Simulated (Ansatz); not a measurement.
# FeBrO: the cost of one run

Program: Ansatz 0.2.0. Level of theory: reference: DFT PBE+U, plane waves, PAW, scalar-relativistic, collinear spin. These are calculated values, not measurements.

1 further run of the same task is left out (set aside as unsound or not needed).

**1. The starting structure**

It takes space group Pmmn (No. 59, orthorhombic). The conventional cell has a = 3.643 Å, b = 3.653 Å, c = 7.741 Å, α = 90.00°, β = 90.00°, γ = 90.00°. Fe (site symmetry mm2) has 4 O at 1.83 to 2.08 Å and 2 Br at 2.55 Å as nearest neighbours. O (site symmetry mm2) is surrounded by 4 Fe at 1.83 to 2.08 Å. Br (site symmetry mm2) is surrounded by 2 Fe at 2.55 Å.

Structure file:

```
Fe O Br
1.0
     3.65339    0.00000    0.00000
     0.00000    3.64330    0.00000
     0.00000    0.00000    7.74074
Fe O Br
2 2 2
Cartesian
  0.0000 1.8216 0.5419
  1.8267 0.0000 7.1989
  0.0000 0.0000 7.2763
  1.8267 1.8216 0.4644
  0.0000 0.0000 2.3222
  1.8267 1.8216 5.4185
```

**2. The reference run**

Input file input.yaml:

```yaml
crystal:
  lattice:
    - [3.65338937, 0.0, 0.0]
    - [0.0, 3.64329676, 0.0]
    - [0.0, 0.0, 7.74074429]
  atoms:
    - { symbol: Fe, position: [0.0, 0.5, 0.07], spin: 3.6 }
    - { symbol: Fe, position: [0.5, 0.0, 0.93], spin: 3.6 }
    - { symbol: O, position: [0.0, 0.0, 0.94], spin: 0.3 }
    - { symbol: O, position: [0.5, 0.5, 0.06], spin: 0.3 }
    - { symbol: Br, position: [0.0, 0.0, 0.3] }
    - { symbol: Br, position: [0.5, 0.5, 0.7] }
kpoints:
  mp_grid: { grid: [5, 5, 3], shift: [0, 0, 0] }
magnetization:
  spin_polarized: true
scf:
  occupations: { method: fermi_dirac }
hamiltonian:
  pseudopotentials: { kind: paw }
  xc: pbe
  hubbard:
    projectors: all-electron-ortho-atomic
    sites: [{ species: Fe, l: d, exx: { coeff: 0.2 } }]
basis:
  ecutwfc: 420
output:
  forces: true
  stress: true
  eigenvalues: true
  write_density: true
  write_potential: true
  elf: true
  volumetric_format: npy
relax:
  max_steps: 40
  cell: {}
```

Started as:

```
ansatz run input.yaml --threads 1 --pin off --max-ram 2560MiB --backend cpu --events-out ev --progress --plain --runs-dir out
```

Q: Estimate wall time and peak memory on 1 thread of Intel Xeon Platinum 8175M at 2.50GHz (Skylake/Cascade Lake), shared host.

About 7 min, with a peak of 0.61 GiB.
